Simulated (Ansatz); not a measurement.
# Ga: the order of phases at one pressure

Which of bcc, hcp, sc, diamond, omega has the lowest enthalpy for Ga at one common pressure? The runs shown use PAW.

Computed with Ansatz 0.2.0 (DFT, PBEsol, PAW with Ansatz's default frozen-core files, scalar-relativistic, unless a step's input says otherwise).

### 1 The structure to begin with

It takes space group Im-3m (No. 229, cubic). Conventional cell: a = 3.362 Å, b = 3.362 Å, c = 3.362 Å, α = 90.00°, β = 90.00°, γ = 90.00°. Ga (site symmetry m-3m) has 8 Ga at 2.91 Å in its first shell of neighbours.

Coordinates:

```
CELL_PARAMETERS angstrom
-1.68099 1.68099 1.68099
1.68099 -1.68099 1.68099
1.68099 1.68099 -1.68099
ATOMIC_POSITIONS crystal
Ga 0.00000 0.00000 0.00000
```

### 2 Cell relaxed at zero pressure, PAW

input.yaml

```yaml
crystal:
  lattice:
    - [-1.6809877034, 1.6809877034, 1.6809877034]
    - [1.6809877034, -1.6809877034, 1.6809877034]
    - [1.6809877034, 1.6809877034, -1.6809877034]
  atoms:
    - { symbol: Ga, position: [0.0, 0.0, 0.0] }
kpoints:
  mp_grid: { grid: [16, 16, 16] }
scf:
  occupations: { method: fermi_dirac, width: 0.1 }
hamiltonian:
  xc: pbesol
  pseudopotentials: { kind: paw }
output:
  forces: true
  stress: true
relax:
  f_tol: 0.005
  max_steps: 40
  cell: {}
```

Run with:

```bash
$ ansatz run input.yaml --threads 1 --pin off --max-ram 3584MiB --backend cpu --events-out ev --progress --plain --runs-dir out
```

Further steps of the session: Volume scaled by 1.002, to set the pressure, PAW; Bcc relaxed under pressure, PAW; Hcp relaxed under pressure, PAW; Sc relaxed under pressure, PAW; Diamond relaxed under pressure, PAW; Omega relaxed under pressure, PAW.

Q: Predict the outcome of this session. Wanted: pressure; lowest.

As calculated:

```
    quantity                         value
    pressure                     -0.12 GPa
lowest (PAW)  hcp, 14.1 meV/atom under bcc
```

**Reading.** By PAW the order is hcp < bcc < omega < sc < diamond. Only these structures were tried, with electrons smeared by 0.1 eV and without vibrations, so the true ground state may be another. The k meshes differ between phases and weren't tested, which can move differences by some meV.
